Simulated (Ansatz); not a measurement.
# CH₅Cl₂GaO: ionisation energy by level of theory

The task here is to estimate one member of a computed series from the others.

Method: unrestricted cation, the program's frozen cores in correlated methods; program: Ansatz 0.2.0, Gaussian basis.

Plan: UKS PBE-D4/def2-TZVPP; UKS r2SCAN-D4/def2-TZVPP; UKS PBE0-D4/def2-TZVPP; UKS B3LYP-D4/def2-TZVPP; UKS wB97X-V/def2-TZVPP; then −ε(HOMO) from the neutral's earlier runs with LDA (SPW92), PBE-D4, revPBE-D4, BLYP-D4, r2SCAN-D4, B97M-V, PBE0-D4, B3LYP-D4, r2SCANh-D4, r2SCAN0-D4, HSE06-D4, BHLYP-D4, CAM-B3LYP-D4, LC-ωPBE, ωB97X-V, ωB97M-V.

### The relaxed structure

The geometry comes from an earlier relaxation with PBE0-D4 in a triple-zeta def2 set; it is a stationary point, not always the lowest conformer.

SMILES `[CH3][Ga-]([OH2+])([Cl])[Cl]`, 10 atoms, charge 0, spin multiplicity 1.

Atoms are counted from 1 here; the program's logs count them from 0.

Bond lengths: C1–Ga2 1.946 Å, C1–H6 1.090 Å, C1–H7 1.090 Å, C1–H8 1.091 Å, Ga2–O3 2.119 Å, Ga2–Cl4 2.183 Å, Ga2–Cl5 2.183 Å, O3–H9 0.968 Å, O3–H10 0.968 Å. Angles: Ga2–C1–H6 110.2°, Ga2–C1–H7 110.2°, Ga2–C1–H8 109.7°, H6–C1–H7 109.4°, H6–C1–H8 108.6°, H7–C1–H8 108.6°, C1–Ga2–O3 108.3°, C1–Ga2–Cl4 121.1°, C1–Ga2–Cl5 121.1°, O3–Ga2–Cl4 92.0°, O3–Ga2–Cl5 92.0°, Cl4–Ga2–Cl5 112.3°, Ga2–O3–H9 104.1°, Ga2–O3–H10 104.1°, H9–O3–H10 106.7°.

The first run:

The input, in.yaml:

```yaml
crystal:
  periodic: [false, false, false]
  atoms:
    - {symbol: C, position_ang: [-1.562158, -0.523423, 0.289430]}
    - {symbol: Ga, position_ang: [-0.002444, 0.261271, -0.570213]}
    - {symbol: O, position_ang: [1.653141, 0.048144, 0.735106]}
    - {symbol: Cl, position_ang: [1.037774, -0.776642, -2.184078]}
    - {symbol: Cl, position_ang: [0.258921, 2.425769, -0.672973]}
    - {symbol: H, position_ang: [-1.770260, -0.013362, 1.230550]}
    - {symbol: H, position_ang: [-1.393664, -1.583694, 0.480687]}
    - {symbol: H, position_ang: [-2.431783, -0.421011, -0.361545]}
    - {symbol: H, position_ang: [2.313446, -0.419722, 0.204687]}
    - {symbol: H, position_ang: [1.980126, 0.951370, 0.851346]}
basis:
  gaussian: {orbitals: def2-TZVPP}
total_charge: 1
magnetization: {spin_polarized: true, initial_magnetization: 1}
hamiltonian: {xc: pbe, dispersion: d4}
```

The run is started by

```bash
$ ansatz run in.yaml --threads 2 --pin off --events-out ev --progress --plain --max-ram 32768MiB --backend cpu
```

Steps of the session up to this table: Cation, UKS PBE-D4/def2-TZVPP; Cation, UKS r2SCAN-D4/def2-TZVPP; Cation, UKS PBE0-D4/def2-TZVPP; Cation, UKS B3LYP-D4/def2-TZVPP; Cation, UKS wB97X-V/def2-TZVPP.

One of the session's tables, all rows but one given; the rest of the session is left out.

Orbital estimates, from the neutral's runs:

```
  functional  −ε(HOMO) (eV)
 LDA (SPW92)           7.19
      PBE-D4           7.02
   revPBE-D4           6.96
     BLYP-D4           6.86
   r2SCAN-D4           7.34
      B97M-V           7.41
     PBE0-D4           8.33
    B3LYP-D4           8.07
  r2SCANh-D4           7.82
  r2SCAN0-D4           8.54
    HSE06-D4           7.93
    BHLYP-D4           9.50
CAM-B3LYP-D4           9.66
     LC-ωPBE          11.05
     ωB97X-V              ?
     ωB97M-V          10.52
```

Estimate the missing values for ωB97X-V.

As computed: −ε(HOMO) (eV): 10.68. In the column «−ε(HOMO) (eV)» it lies between ωB97M-V (10.52) and LC-ωPBE (11.05).
